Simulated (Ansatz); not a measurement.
HfB:

```
Hf B
1.0
     0.00000    2.31000    2.31000
     2.31000    0.00000    2.31000
     2.31000    2.31000    0.00000
Hf B
1 1
Direct
  0.50000 0.50000 0.50000
  0.00000 0.00000 0.00000
```

* Program: Ansatz 0.2.0
* Task: relaxation of cell and atoms
* Functional: revPBE
* Dispersion: D4
* Potentials or basis: Ansatz PAW
* Cutoff: 420 eV (not typed: the program's choice for these potentials)
* k mesh: 10 × 10 × 10
* Occupations: fermi-dirac, width 0.05 eV
* Spin: no spin polarisation

At the start: volume 12.33 Å³/atom.

Where does the relaxation end?

It ends after 7 steps and the volume is 13.77 Å³/atom (+11.7 %); space group Fm-3m (No. 225, to 0.05 Å).

The path:
```
step  energy change (eV)  largest force (eV/Å)  volume (Å³)
   1              0.0000                0.0000        24.65
   2             -0.1758                0.0000        28.44
   3             -0.1915                0.0000        27.66
   4             -0.1919                0.0000        27.52
   5             -0.1947                0.0000        27.52
   6             -0.1947                0.0000        27.54
   7             -0.1947                0.0000        27.54
```

Final structure:
```
CELL_PARAMETERS angstrom
0.00000 2.39687 2.39687
2.39687 0.00000 2.39687
2.39687 2.39687 0.00000
ATOMIC_POSITIONS crystal
Hf 0.50000 0.50000 0.50000
B 0.00000 0.00000 0.00000
```

Caveat: the plane-wave basis is chosen anew once the cell has moved, so the energies of steps on either side of that aren't comparable; the volume moved by +12 % from the deposited cell, more than functionals usually miss; pairwise dispersion overbinds metals, which lowers pressure and volume; the PAW data sets come from PBE, with cores solved anew for the run's functional, which leaves a small shift of forces and pressure.
